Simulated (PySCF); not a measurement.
# C4H3BF2O: NMR shifts at several levels of theory

Aim: compute the NMR shifts of C4H3BF2O (`C=C=C(C=O)B(F)F`) at several levels, and see how far they spread and what each costs.

The runs use PySCF 2.14.0, with density-fitted response routines of our own; the level of theory stands in each step. All values are computed, except where a source is named. Atoms are numbered from 0 throughout.

## 1. The starting structure

11 atoms, charge 0, multiplicity 1; geometry from: GFN2-xTB. The atoms were then displaced at random by about 0.01 Å, so the start is not that level's minimum.

Bonds of the start (Å): C0–C1 1.31, C1–C2 1.34, C2–C3 1.45, C3–O4 1.20, C2–B5 1.55, B5–F6 1.32, B5–F7 1.30, C0–H8 1.08, C0–H9 1.06, C3–H10 1.14.

## 2. Optimising the geometry at PBE0-D3(BJ)/def2-SVP

The job: settings as JSON, then the geometry in Å.

```
{"job": {"xc": "PBE0", "basis": "def2-SVP", "d3": "d3bj", "grid": 1, "shake": 0.01, "kind": "geom"}, "charge": 0, "multiplicity": 1}
C      2.122260    -0.479100     0.513590
C      0.875820    -0.192810     0.209450
C     -0.399990     0.054380    -0.107480
C     -1.219930    -1.078240    -0.487240
O     -0.920310    -2.238150    -0.558620
B     -0.966140     1.499290    -0.071700
F     -0.236620     2.549370     0.258880
F     -2.202390     1.762160    -0.376540
H      2.401460    -0.678730     1.537170
H      2.877750    -0.458280    -0.225350
H     -2.293800    -0.765720    -0.707820
```

Launch:

```
> OMP_NUM_THREADS=1 python probes_run.py task.json out
```

One launch serves the whole session: the jobs run in the order shown.

The program printed:

```text
step   0  E = -453.22594826  max force = 0.045070
step   1  E = -453.23008217  max force = 0.008889
step   2  E = -453.23016146  max force = 0.010618
step   3  E = -453.23058674  max force = 0.004478
step   4  E = -453.23067868  max force = 0.003711
step   5  E = -453.23084115  max force = 0.001184
step   6  E = -453.23085380  max force = 0.000774
step   7  E = -453.23084363  max force = 0.000831
step   8  E = -453.23086156  max force = 0.001411
step   9  E = -453.23088390  max force = 0.001020
step  10  E = -453.23089737  max force = 0.000838
step  11  E = -453.23088557  max force = 0.000309
step  12  E = -453.23089347  max force = 0.000613
step  13  E = -453.23090839  max force = 0.000385
optimisation converged
```

Run time: 91 s. Hardware: 1 thread of Arm Neoverse V1, shared host; peak memory 0.52 GiB.

Along the way:

```csv
step,energy from step 0 (eV),largest force component (eV/Å)
0,0.0000,2.3176
1,-0.1125,0.4571
2,-0.1146,0.5460
3,-0.1262,0.2303
4,-0.1287,0.1908
5,-0.1331,0.0609
6,-0.1335,0.0398
7,-0.1332,0.0427
8,-0.1337,0.0726
9,-0.1343,0.0525
10,-0.1347,0.0431
11,-0.1344,0.0159
12,-0.1346,0.0315
13,-0.1350,0.0198
```

Distances of close pairs at the start and the end, largest changes first:

```csv
bond,before (Å),after (Å),change (Å)
C2–C3,1.449,1.496,+0.047
C0–H9,1.057,1.095,+0.038
C3–H10,1.140,1.117,-0.023
B5–F7,1.300,1.321,+0.021
C0–C1,1.315,1.299,-0.016
C0–H8,1.080,1.095,+0.015
C1–C2,1.338,1.326,-0.012
B5–F6,1.321,1.316,-0.005
```

The next job starts from the end point, and lists it.

```csv
at the end point,value
"rotational constants (GHz, main isotopes)","2.545, 1.648, 1.008"
dipole moment (D),2.01
```

## 3. Nuclear shieldings: PBE0/6-31G*

The job: settings as JSON, then the geometry in Å.

```
{"job": {"kind": "nmr", "xc": "PBE0", "basis": "6-31G*", "pop": true}, "charge": 0, "multiplicity": 1}
C      2.146801    -0.188333     0.508153
C      0.889073    -0.101907     0.195729
C     -0.396421    -0.008230    -0.114016
C     -1.173028    -1.245031    -0.436540
O     -0.719108    -2.357898    -0.456019
B     -1.074962     1.386198    -0.111019
F     -0.393833     2.491708     0.103123
F     -2.373435     1.503872    -0.321706
H      2.457631    -0.322348     1.549471
H      2.922431    -0.132243    -0.262522
H     -2.248370    -1.052768    -0.671317
```

Method: GIAO PBE0/6-31G* NMR shielding, non-relativistic, gas phase.

The program printed:

```text
coarse grid: 10552 points
cycle   1  E = -453.4045251002  dE =  1.242e+00  |g| = 9.787e-01  |ddm| = 3.662e+00
cycle   2  E = -452.8936695311  dE =  5.109e-01  |g| = 1.885e+00  |ddm| = 2.810e+00
cycle   3  E = -453.5767904098  dE = -6.831e-01  |g| = 2.485e-01  |ddm| = 2.214e+00
cycle   4  E = -453.5890036787  dE = -1.221e-02  |g| = 7.982e-02  |ddm| = 2.780e-01
cycle   5  E = -453.5901017313  dE = -1.098e-03  |g| = 1.977e-02  |ddm| = 6.902e-02
cycle   6  E = -453.5901947862  dE = -9.305e-05  |g| = 5.878e-03  |ddm| = 2.395e-02
cycle   7  E = -453.5902029908  dE = -8.205e-06  |g| = 2.576e-03  |ddm| = 7.742e-03
final grid: 106576 points
cycle   8  E = -453.5511018214  dE = -1.329e-05  |g| = 1.198e-02  |ddm| = 2.650e-02
cycle   9  E = -453.5510205729  dE =  8.125e-05  |g| = 2.341e-02  |ddm| = 3.109e-02
cycle  10  E = -453.5511320390  dE = -1.115e-04  |g| = 1.782e-03  |ddm| = 2.129e-02
cycle  11  E = -453.5511328046  dE = -7.656e-07  |g| = 4.284e-04  |ddm| = 1.939e-03
cycle  12  E = -453.5511328523  dE = -4.772e-08  |g| = 1.004e-04  |ddm| = 5.239e-04
cycle  13  E = -453.5511328547  dE = -2.403e-09  |g| = 2.831e-05  |ddm| = 1.110e-04
cycle  14  E = -453.5511328549  dE = -1.522e-10  |g| = 1.213e-05  |ddm| = 3.108e-05
converged SCF energy = -453.5511328549

GIAO shielding tensors (ppm)
atom      isotropic    diamagn.    paramagn.     s11        s22        s33       span
  0 C      119.984     272.556    -152.573     27.679    153.490    178.782    151.103
  1 C      -27.040     246.631    -273.672    -60.596    -27.186      6.661     67.257
  2 C      106.183     268.327    -162.144     44.088    119.577    154.884    110.796
  3 C       17.252     246.686    -229.434    -63.376      8.667    106.466    169.842
  4 O     -296.086     397.124    -693.210   -905.486   -371.920    389.148   1294.635
  5 B       89.805     199.913    -110.108     78.003     95.347     96.066     18.063
  6 F      271.524     468.976    -197.452    121.436    311.524    381.612    260.176
  7 F      272.793     467.261    -194.468    118.619    303.503    396.256    277.636
  8 H       26.867      31.205      -4.339     25.085     25.884     29.631      4.545
  9 H       26.869      31.122      -4.254     25.066     25.896     29.644      4.577
 10 H       22.456      26.884      -4.428     20.230     22.698     24.441      4.211
```

It took 11 s on 1 thread of Arm Neoverse V1, shared host; peak memory 0.61 GiB.

The references, computed at this level on geometries of the same kind, shield at (ppm): 1H TMS 31.96, 13C TMS 194.1, 19F CFCl3 198.9, 17O H2O 324.2, 11B BF3·OEt2 112.3. Their shielding less the atom's gives the shift. The references are single molecules in the gas phase, so shifts against H2O, NH3, PH3, H3PO4 or CFCl3 are not on the usual liquid scales and can be off by tens of ppm. Atoms listed in one row are averaged.

```csv
atoms,environment,σ (ppm),δ (ppm)
C1,central carbon of an allene,-27.0,221.2
C3,aldehyde carbonyl carbon,17.3,176.9
C2,terminal carbon of a cumulated C=C=C unit,106.2,88.0
C0,terminal carbon of a cumulated C=C=C unit,120.0,74.2
H10,hydrogen on an aldehyde carbonyl carbon,22.46,9.51
"H8, H9",hydrogen on a terminal carbon of a cumulated C=C=C unit,26.87,5.10
O4,aldehyde oxygen,-296.1,620.3
B5,"boron bonded to C, 2 F",89.8,22.4
"F6, F7",fluorine bonded to B,272.2,-73.3
```

The run also stored atomic charges by several schemes (e):

```csv
atoms,Mulliken,IAO,Hirshfeld,ESP fit
C0,-0.58,-0.35,-0.09,-0.63
C1,0.38,0.16,0.06,0.29
C2,-0.37,-0.31,-0.11,-0.31
C3,0.20,0.26,0.12,0.41
O4,-0.37,-0.38,-0.23,-0.40
B5,0.64,0.73,0.28,0.56
"F6, F7",-0.25,-0.31,-0.12,-0.23
```

Mayer bond orders: C0–C1 2.00, C1–C2 1.65, C2–C3 0.95, C3–O4 1.97, C2–B5 0.96, B5–F6 1.18, B5–F7 1.15.

## 4. Shielding tensors: PBE0/6-311+G(2d,p)

Settings changed since step 3:

```diff
@@ -1,2 +1,2 @@
-{"job": {"kind": "nmr", "xc": "PBE0", "basis": "6-31G*", "pop": true}, "charge": 0, "multiplicity": 1}
+{"job": {"kind": "nmr", "xc": "PBE0", "basis": "6-311+G(2d,p)", "pop": true}, "charge": 0, "multiplicity": 1}
 C      2.146801    -0.188333     0.508153
```

With the program's defaults for keys left out, this is: GIAO PBE0/6-311+G(2d,p) NMR shielding, non-relativistic, gas phase.

The program printed:

```text
coarse grid: 10552 points
cycle   1  E = -453.5194647756  dE =  1.247e+00  |g| = 9.815e-01  |ddm| = 9.434e+00
cycle   2  E = -452.9703250770  dE =  5.491e-01  |g| = 1.964e+00  |ddm| = 2.984e+01
cycle   3  E = -453.6840047697  dE = -7.137e-01  |g| = 2.555e-01  |ddm| = 2.524e+01
cycle   4  E = -453.6957433256  dE = -1.174e-02  |g| = 8.785e-02  |ddm| = 1.318e+00
cycle   5  E = -453.6969223812  dE = -1.179e-03  |g| = 2.098e-02  |ddm| = 4.225e-01
cycle   6  E = -453.6970184123  dE = -9.603e-05  |g| = 5.681e-03  |ddm| = 6.726e-02
cycle   7  E = -453.6970255642  dE = -7.152e-06  |g| = 2.197e-03  |ddm| = 3.447e-02
final grid: 106576 points
cycle   8  E = -453.7035693734  dE = -5.852e-05  |g| = 1.319e-02  |ddm| = 4.953e-01
cycle   9  E = -453.7034858402  dE =  8.353e-05  |g| = 2.478e-02  |ddm| = 4.976e-02
cycle  10  E = -453.7035994220  dE = -1.136e-04  |g| = 2.558e-03  |ddm| = 3.319e-02
cycle  11  E = -453.7036005734  dE = -1.151e-06  |g| = 6.471e-04  |ddm| = 9.793e-03
cycle  12  E = -453.7036006596  dE = -8.630e-08  |g| = 2.183e-04  |ddm| = 1.251e-03
cycle  13  E = -453.7036006714  dE = -1.175e-08  |g| = 4.043e-05  |ddm| = 7.277e-04
cycle  14  E = -453.7036006717  dE = -2.789e-10  |g| = 1.352e-05  |ddm| = 1.868e-04
converged SCF energy = -453.7036006717

GIAO shielding tensors (ppm)
atom      isotropic    diamagn.    paramagn.     s11        s22        s33       span
  0 C      107.918     260.004    -152.086      6.682    147.531    169.540    162.858
  1 C      -52.480     235.043    -287.523    -91.756    -56.289     -9.396     82.361
  2 C       92.255     242.795    -150.540     24.488    109.578    142.699    118.211
  3 C       -2.741     271.790    -274.531    -92.955    -13.100     97.834    190.789
  4 O     -335.346     391.251    -726.597   -971.376   -417.790    383.129   1354.505
  5 B       78.383     200.229    -121.847     64.563     84.538     86.047     21.484
  6 F      262.456     468.175    -205.719    113.847    300.060    373.463    259.616
  7 F      261.917     477.118    -215.201    106.458    288.542    390.751    284.292
  8 H       26.077      33.130      -7.053     24.148     25.131     28.953      4.805
  9 H       26.080      32.908      -6.828     24.126     25.156     28.959      4.833
 10 H       21.450      34.505     -13.055     19.245     21.484     23.621      4.376
```

It took 31 s on 1 thread of Arm Neoverse V1, shared host; peak memory 0.92 GiB.

In short: δ C1 238.9, C3 189.2, C2 94.2, C0 78.5, H10 10.06, H8 5.43 ppm (means over like atoms).

## 5. NMR shieldings: PBE0/def2-SVP

Settings changed since step 4:

```diff
@@ -1,2 +1,2 @@
-{"job": {"kind": "nmr", "xc": "PBE0", "basis": "6-311+G(2d,p)", "pop": true}, "charge": 0, "multiplicity": 1}
+{"job": {"kind": "nmr", "xc": "PBE0", "basis": "def2-SVP", "pop": true}, "charge": 0, "multiplicity": 1}
 C      2.146801    -0.188333     0.508153
```

Level: GIAO PBE0/def2-SVP NMR shielding, non-relativistic, gas phase.

The program printed:

```text
coarse grid: 10552 points
cycle   1  E = -452.9747321513  dE =  1.180e+00  |g| = 9.598e-01  |ddm| = 3.950e+00
cycle   2  E = -452.4536054919  dE =  5.211e-01  |g| = 1.883e+00  |ddm| = 4.151e+00
cycle   3  E = -453.1432236264  dE = -6.896e-01  |g| = 2.377e-01  |ddm| = 3.295e+00
cycle   4  E = -453.1541701806  dE = -1.095e-02  |g| = 8.105e-02  |ddm| = 3.059e-01
cycle   5  E = -453.1553106691  dE = -1.140e-03  |g| = 1.893e-02  |ddm| = 8.030e-02
cycle   6  E = -453.1553958283  dE = -8.516e-05  |g| = 5.863e-03  |ddm| = 2.628e-02
cycle   7  E = -453.1554039403  dE = -8.112e-06  |g| = 2.560e-03  |ddm| = 8.030e-03
final grid: 106576 points
cycle   8  E = -453.2231824581  dE = -1.751e-05  |g| = 1.242e-02  |ddm| = 2.779e-02
cycle   9  E = -453.2230934874  dE =  8.897e-05  |g| = 2.442e-02  |ddm| = 4.258e-02
cycle  10  E = -453.2232141141  dE = -1.206e-04  |g| = 1.799e-03  |ddm| = 2.962e-02
cycle  11  E = -453.2232148810  dE = -7.670e-07  |g| = 3.889e-04  |ddm| = 1.965e-03
cycle  12  E = -453.2232149198  dE = -3.879e-08  |g| = 1.040e-04  |ddm| = 4.925e-04
cycle  13  E = -453.2232149224  dE = -2.625e-09  |g| = 2.506e-05  |ddm| = 1.222e-04
cycle  14  E = -453.2232149225  dE = -1.211e-10  |g| = 1.087e-05  |ddm| = 3.177e-05
converged SCF energy = -453.2232149225

GIAO shielding tensors (ppm)
atom      isotropic    diamagn.    paramagn.     s11        s22        s33       span
  0 C      118.671     266.414    -147.742     22.791    153.171    180.052    157.262
  1 C      -34.015     251.468    -285.483    -68.152    -34.566      0.673     68.825
  2 C      104.105     267.583    -163.478     38.987    118.651    154.678    115.690
  3 C       12.415     248.033    -235.619    -70.183     -1.129    108.555    178.738
  4 O     -322.012     396.560    -718.572   -967.056   -389.140    390.161   1357.217
  5 B       86.851     205.586    -118.735     72.961     92.483     95.110     22.149
  6 F      272.496     463.716    -191.220    121.268    311.394    384.826    263.558
  7 F      274.004     461.473    -187.468    117.256    302.704    402.053    284.797
  8 H       26.095      31.265      -5.170     24.168     25.010     29.108      4.939
  9 H       26.095      31.165      -5.070     24.148     25.023     29.113      4.965
 10 H       22.191      28.219      -6.028     19.935     22.250     24.389      4.454
```

It took 12 s on 1 thread of Arm Neoverse V1, shared host; peak memory 0.63 GiB.

Key values: δ C1 227.7, C3 181.3, C2 89.6, C0 75.1, H10 9.15, H8 5.25 ppm (means over like atoms).

## 6. Shielding tensors: PBE0/def2-TZVP

Settings changed since step 5:

```diff
@@ -1,2 +1,2 @@
-{"job": {"kind": "nmr", "xc": "PBE0", "basis": "def2-SVP", "pop": true}, "charge": 0, "multiplicity": 1}
+{"job": {"kind": "nmr", "xc": "PBE0", "basis": "def2-TZVP", "pop": true}, "charge": 0, "multiplicity": 1}
 C      2.146801    -0.188333     0.508153
```

Method: GIAO PBE0/def2-TZVP NMR shielding, non-relativistic, gas phase.

The program printed:

```text
coarse grid: 10552 points
cycle   1  E = -453.5730795108  dE =  1.237e+00  |g| = 9.884e-01  |ddm| = 3.575e+00
cycle   2  E = -453.0312917504  dE =  5.418e-01  |g| = 1.964e+00  |ddm| = 7.129e+00
cycle   3  E = -453.7382690904  dE = -7.070e-01  |g| = 2.580e-01  |ddm| = 6.280e+00
cycle   4  E = -453.7502847500  dE = -1.202e-02  |g| = 8.991e-02  |ddm| = 3.557e-01
cycle   5  E = -453.7515209020  dE = -1.236e-03  |g| = 2.160e-02  |ddm| = 1.136e-01
cycle   6  E = -453.7516219482  dE = -1.010e-04  |g| = 5.935e-03  |ddm| = 2.375e-02
cycle   7  E = -453.7516297199  dE = -7.772e-06  |g| = 2.344e-03  |ddm| = 6.332e-03
final grid: 106576 points
cycle   8  E = -453.7470848608  dE = -1.050e-04  |g| = 1.295e-02  |ddm| = 1.173e-01
cycle   9  E = -453.7470055733  dE =  7.929e-05  |g| = 2.426e-02  |ddm| = 5.371e-02
cycle  10  E = -453.7471143469  dE = -1.088e-04  |g| = 2.497e-03  |ddm| = 3.923e-02
cycle  11  E = -453.7471154433  dE = -1.096e-06  |g| = 6.636e-04  |ddm| = 3.132e-03
cycle  12  E = -453.7471155327  dE = -8.942e-08  |g| = 2.382e-04  |ddm| = 6.561e-04
cycle  13  E = -453.7471155469  dE = -1.416e-08  |g| = 3.946e-05  |ddm| = 2.171e-04
cycle  14  E = -453.7471155471  dE = -2.527e-10  |g| = 1.451e-05  |ddm| = 3.459e-05
converged SCF energy = -453.7471155471

GIAO shielding tensors (ppm)
atom      isotropic    diamagn.    paramagn.     s11        s22        s33       span
  0 C      107.778     257.350    -149.572      5.723    147.974    169.636    163.913
  1 C      -54.279     263.890    -318.169    -93.599    -58.676    -10.561     83.038
  2 C       92.077     253.887    -161.810     23.594    110.334    142.304    118.710
  3 C       -3.917     245.706    -249.623    -94.983    -13.985     97.219    192.202
  4 O     -343.657     399.754    -743.411   -983.552   -428.860    381.442   1364.993
  5 B       78.907     201.716    -122.809     65.496     85.034     86.190     20.694
  6 F      260.549     463.884    -203.335    106.218    303.097    372.332    266.114
  7 F      260.608     463.056    -202.448    100.560    292.369    388.895    288.335
  8 H       26.044      29.580      -3.536     24.062     25.101     28.969      4.908
  9 H       26.044      29.521      -3.477     24.037     25.119     28.975      4.938
 10 H       21.463      28.283      -6.821     19.258     21.371     23.760      4.502
```

Run time: 42 s. Hardware: 1 thread of Arm Neoverse V1, shared host; peak memory 0.94 GiB.

Key values: δ C1 240.9, C3 190.6, C2 94.6, C0 78.9, H10 10.02, H8 5.44 ppm (means over like atoms).

## 7. NMR shieldings: PBE0/cc-pVDZ

Settings changed since step 6:

```diff
@@ -1,2 +1,2 @@
-{"job": {"kind": "nmr", "xc": "PBE0", "basis": "def2-TZVP", "pop": true}, "charge": 0, "multiplicity": 1}
+{"job": {"kind": "nmr", "xc": "PBE0", "basis": "cc-pVDZ", "pop": true}, "charge": 0, "multiplicity": 1}
 C      2.146801    -0.188333     0.508153
```

Method: GIAO PBE0/cc-pVDZ NMR shielding, non-relativistic, gas phase.

The program printed:

```text
coarse grid: 10552 points
cycle   1  E = -453.3976970173  dE =  1.279e+00  |g| = 9.669e-01  |ddm| = 7.090e+00
cycle   2  E = -452.8700618733  dE =  5.276e-01  |g| = 1.898e+00  |ddm| = 4.314e+00
cycle   3  E = -453.5671899163  dE = -6.971e-01  |g| = 2.422e-01  |ddm| = 3.132e+00
cycle   4  E = -453.5786417630  dE = -1.145e-02  |g| = 8.205e-02  |ddm| = 4.369e-01
cycle   5  E = -453.5798074402  dE = -1.166e-03  |g| = 1.973e-02  |ddm| = 1.222e-01
cycle   6  E = -453.5799001291  dE = -9.269e-05  |g| = 6.118e-03  |ddm| = 4.054e-02
cycle   7  E = -453.5799090331  dE = -8.904e-06  |g| = 2.664e-03  |ddm| = 1.135e-02
final grid: 106576 points
cycle   8  E = -453.5864893552  dE = -2.030e-05  |g| = 1.209e-02  |ddm| = 6.138e-02
cycle   9  E = -453.5864068115  dE =  8.254e-05  |g| = 2.356e-02  |ddm| = 5.061e-02
cycle  10  E = -453.5865199675  dE = -1.132e-04  |g| = 1.901e-03  |ddm| = 3.384e-02
cycle  11  E = -453.5865207927  dE = -8.251e-07  |g| = 4.604e-04  |ddm| = 3.328e-03
cycle  12  E = -453.5865208478  dE = -5.510e-08  |g| = 1.104e-04  |ddm| = 8.822e-04
cycle  13  E = -453.5865208506  dE = -2.883e-09  |g| = 3.113e-05  |ddm| = 2.076e-04
cycle  14  E = -453.5865208508  dE = -1.927e-10  |g| = 1.246e-05  |ddm| = 6.245e-05
converged SCF energy = -453.5865208508

GIAO shielding tensors (ppm)
atom      isotropic    diamagn.    paramagn.     s11        s22        s33       span
  0 C      120.980     271.183    -150.203     23.771    156.433    182.735    158.964
  1 C      -31.186     252.950    -284.135    -64.375    -34.153      4.970     69.344
  2 C      104.549     265.971    -161.422     39.581    120.938    153.129    113.548
  3 C       14.549     249.086    -234.537    -70.065      4.264    109.448    179.513
  4 O     -317.793     400.811    -718.604   -955.369   -387.198    389.189   1344.557
  5 B       89.162     208.497    -119.335     74.394     94.290     98.803     24.409
  6 F      267.944     462.317    -194.373    116.332    306.466    381.033    264.701
  7 F      268.499     460.183    -191.684    110.888    297.977    396.630    285.742
  8 H       26.003      31.183      -5.181     24.129     24.898     28.982      4.853
  9 H       26.004      31.044      -5.040     24.110     24.915     28.988      4.878
 10 H       21.903      28.296      -6.393     19.624     21.962     24.122      4.497
```

Run time: 13 s. Hardware: 1 thread of Arm Neoverse V1, shared host; peak memory 0.69 GiB.

This run: δ C1 227.9, C3 182.2, C2 92.2, C0 75.8, H10 9.39, H8 5.29 ppm (means over like atoms).

## 8. Nuclear shieldings: PBE0/cc-pVTZ

Settings changed since step 7:

```diff
@@ -1,2 +1,2 @@
-{"job": {"kind": "nmr", "xc": "PBE0", "basis": "cc-pVDZ", "pop": true}, "charge": 0, "multiplicity": 1}
+{"job": {"kind": "nmr", "xc": "PBE0", "basis": "cc-pVTZ", "pop": true}, "charge": 0, "multiplicity": 1}
 C      2.146801    -0.188333     0.508153
```

Level: GIAO PBE0/cc-pVTZ NMR shielding, non-relativistic, gas phase.

The program printed:

```text
coarse grid: 10552 points
cycle   1  E = -453.5602144106  dE =  1.233e+00  |g| = 9.883e-01  |ddm| = 7.548e+00
cycle   2  E = -453.0295227949  dE =  5.307e-01  |g| = 1.956e+00  |ddm| = 4.612e+00
cycle   3  E = -453.7246792264  dE = -6.952e-01  |g| = 2.566e-01  |ddm| = 3.443e+00
cycle   4  E = -453.7365532532  dE = -1.187e-02  |g| = 8.784e-02  |ddm| = 4.431e-01
cycle   5  E = -453.7377218107  dE = -1.169e-03  |g| = 2.165e-02  |ddm| = 1.230e-01
cycle   6  E = -453.7378218123  dE = -1.000e-04  |g| = 6.152e-03  |ddm| = 3.927e-02
cycle   7  E = -453.7378302097  dE = -8.397e-06  |g| = 2.451e-03  |ddm| = 1.102e-02
final grid: 106576 points
cycle   8  E = -453.7272959921  dE = -1.076e-04  |g| = 1.308e-02  |ddm| = 1.443e-01
cycle   9  E = -453.7272135728  dE =  8.242e-05  |g| = 2.472e-02  |ddm| = 5.236e-02
cycle  10  E = -453.7273263981  dE = -1.128e-04  |g| = 2.386e-03  |ddm| = 3.579e-02
cycle  11  E = -453.7273274223  dE = -1.024e-06  |g| = 6.658e-04  |ddm| = 3.876e-03
cycle  12  E = -453.7273275172  dE = -9.490e-08  |g| = 2.302e-04  |ddm| = 1.175e-03
cycle  13  E = -453.7273275302  dE = -1.307e-08  |g| = 3.695e-05  |ddm| = 3.852e-04
cycle  14  E = -453.7273275304  dE = -2.027e-10  |g| = 1.506e-05  |ddm| = 6.298e-05
converged SCF energy = -453.7273275304

GIAO shielding tensors (ppm)
atom      isotropic    diamagn.    paramagn.     s11        s22        s33       span
  0 C      109.290     259.759    -150.468      8.501    148.884    170.486    161.985
  1 C      -51.637     261.080    -312.716    -90.653    -56.371     -7.885     82.768
  2 C       93.506     256.237    -162.731     25.199    111.604    143.714    118.515
  3 C       -1.942     238.620    -240.562    -92.459    -10.440     97.073    189.532
  4 O     -342.032     399.816    -741.847   -981.623   -426.500    382.028   1363.652
  5 B       79.381     197.917    -118.536     66.388     85.199     86.556     20.167
  6 F      260.274     466.333    -206.059    107.153    303.086    370.584    263.431
  7 F      261.081     465.885    -204.804    101.850    293.651    387.742    285.892
  8 H       25.844      30.472      -4.628     23.908     24.844     28.781      4.872
  9 H       25.846      30.429      -4.583     23.886     24.864     28.789      4.903
 10 H       21.384      27.932      -6.548     19.107     21.381     23.663      4.556
```

Run time: 54 s. Hardware: 1 thread of Arm Neoverse V1, shared host; peak memory 0.98 GiB.

In short: δ C1 238.9, C3 189.2, C2 93.8, C0 78.0, H10 9.91, H8 5.45 ppm (means over like atoms).

[end of part 1 of 2]
